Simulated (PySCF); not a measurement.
# The bond of BeHg, level by level

The task here is to estimate one member of a computed series from the others.

The runs use PySCF 2.14.0; Be def2-SVP, Hg def2-SVP with ECP60, scalar-relativistic core potentials.

Set-up of the first run:

The job is set up so:

```
atoms                         : Be, Hg
charge                        : 0
basis                         : Be def2-SVP, Hg def2-SVP with ECP60
Hamiltonian                   : scalar-relativistic core potentials
basis functions               : 41
electrons treated             : 24
masses in u                   : 9.0122, 201.9706
levels                        : PBE0, PBE, r²SCAN, LDA, BHandHLYP, TPSS, HSE06, HF, MP2, SCS-MP2, CCSD, CCSD(T)
grid                          : 80 radial by 434 angular points
occupations                   : held fixed by the projection of orbital angular momentum
dissociation limit            : Be + Hg, each in its ground configuration
starting distance in angstrom : 2.335
values of 2S to try           : 0, 2
```

Command:

```
$ OMP_NUM_THREADS=1 python dia.py task.json out
```

Steps of the session up to this table: Set-up; First curve: PBE0; Other states along the same grid; PBE (GGA); r²SCAN (meta-GGA); LDA (local density); BHandHLYP (global hybrid GGA); TPSS; HSE06 (range-separated hybrid); RHF (mean field); Correlated methods on the Hartree–Fock reference.

One table of the session follows, with a row left open; its other results are not shown here.

It belongs to the step «Constants by level of theory». 

| level | Re (Å) | ωe (cm⁻¹) | De (eV) | μ (D) |
| --- | --- | --- | --- | --- |
| PBE | 2.937 | 130.6 | 0.108 | 0.41 |
| TPSS | 3.065 | 97.3 | 0.060 | 0.46 |
| r²SCAN | ? | ? | ? | ? |
| PBE0 | 3.103 | 98.0 | 0.064 | 0.31 |
| HSE06 | 3.067 | 106.8 | 0.077 | 0.30 |

Q: Estimate the row for r²SCAN from the others.

The run gave: Re (Å): 2.932; ωe (cm⁻¹): 127.3; De (eV): 0.102; μ (D): 0.42. In the column «Re (Å)» it is the lowest.

De is counted to Be + Hg in their ground configurations. No constants: RHF (no minimum is bracketed among the points kept); RHF-MP2 (no minimum is bracketed among the points kept); RHF-SCS-MP2 (no minimum is bracketed among the points kept); RHF-CCSD (no minimum is bracketed among the points kept); RHF-CCSD(T) (no minimum is bracketed among the points kept); LDA (the lowest point is the short end of the scan); BHandHLYP (no minimum is bracketed among the points kept).

To keep in mind: The bond is weak, and basis-set superposition, which was not computed, may be a sizeable part of it.
